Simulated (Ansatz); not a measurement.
Write a Python script for the Python package of Ansatz (0.2.0) that makes a rigid scan of one bond length of CH4GeS, SMILES S=[CH][GeH3]. Settings (for the species named): r2scan0, def2-SVP basis, multiplicity 1.

```csv
atom,x (Å),y (Å),z (Å)
S,-0.3243,-1.9071,1.1472
C,-0.5529,-1.0111,-0.0026
Ge,0.3019,0.6962,-0.0834
H,-1.1077,-1.3129,-0.8276
H,-0.0229,1.4012,-1.4152
H,-0.1281,1.5800,1.1260
H,1.8952,0.4856,0.0099
```

`scan_ch4ges.py`
```python
'''Potential curve of CH4GeS along one bond.'''

import ansatz as az
from ase import Atoms
import numpy as np

SETTINGS = {
    'basis_set': 'def2-SVP',
    'xc': 'r2scan0',
}

atoms = Atoms(['S', 'C', 'Ge', 'H', 'H', 'H', 'H'], positions=[
    (-0.3243, -1.9071, 1.1472),
    (-0.5529, -1.0111, -0.0026),
    (0.3019, 0.6962, -0.0834),
    (-1.1077, -1.3129, -0.8276),
    (-0.0229, 1.4012, -1.4152),
    (-0.1281, 1.58, 1.126),
    (1.8952, 0.4856, 0.0099),
])
ch4ges = az.Crystal.molecule_from_ase(atoms)

symbols = [site.symbol for site in ch4ges.cartesian_sites]
start = np.array([site.position_ang for site in ch4ges.cartesian_sites])
axis = (start[5] - start[2]) / np.linalg.norm(start[5] - start[2])
moving = [5]
lengths, energies = [1.371, 1.434, 1.496, 1.558, 1.621, 1.683, 1.745, 1.839], []
for length in lengths:
    xyz = start.copy()
    xyz[moving] += (length - np.linalg.norm(start[5] - start[2])) * axis
    point = az.Crystal.molecule()
    for symbol, place in zip(symbols, xyz):
        point = point.atom(symbol, place.tolist())
    base = (
        point.calculation()
        .basis(gaussian=SETTINGS['basis_set'])
        .functional(SETTINGS['xc'])
    )
    summary = base.run(threads=1, pin='off').report
    energies.append(summary['free_energy_ev'])
    print(f'r = {length:6.3f} A  E = {energies[-1]:.5f} eV  <S^2> = {abs(summary["mean_field"]["state"]["spin_squared"]):.3f}')

# quartic fit about the minimum
fit = np.polynomial.Polynomial.fit(lengths, np.array(energies) - min(energies), 4).convert()
roots = [r.real for r in fit.deriv().roots() if abs(r.imag) < 1e-9 and fit.deriv(2)(r.real) > 0]
r_e = min(roots, key=lambda r: abs(r - lengths[int(np.argmin(energies))]))
print(f'minimum of the fit at {r_e:.4f} A, force constant {fit.deriv(2)(r_e):.2f} eV/A^2')
```

```console
$ python scan_ch4ges.py
r =  1.371 A  E = -68439.84855 eV  <S^2> = 0.000
r =  1.434 A  E = -68440.03604 eV  <S^2> = 0.000
r =  1.496 A  E = -68440.11663 eV  <S^2> = 0.000
r =  1.558 A  E = -68440.11803 eV  <S^2> = 0.000
r =  1.621 A  E = -68440.05760 eV  <S^2> = 0.000
r =  1.683 A  E = -68439.95215 eV  <S^2> = 0.000
r =  1.745 A  E = -68439.81278 eV  <S^2> = 0.000
r =  1.839 A  E = -68439.55663 eV  <S^2> = 0.000
minimum of the fit at 1.5275 A, force constant 18.05 eV/A^2
```

Reading the output:
- Total energies depend on the basis set; only differences at equal settings carry meaning.
- The rest of the molecule is held rigid at a force-field or estimated start geometry, and the basis set is modest; single-reference methods fail as a bond breaks.
- The orbitals are restricted, so S² is zero by construction.
- It ran for 41 s on 1 thread of Arm Neoverse V1 (shared host), peak memory 0.25 GiB.
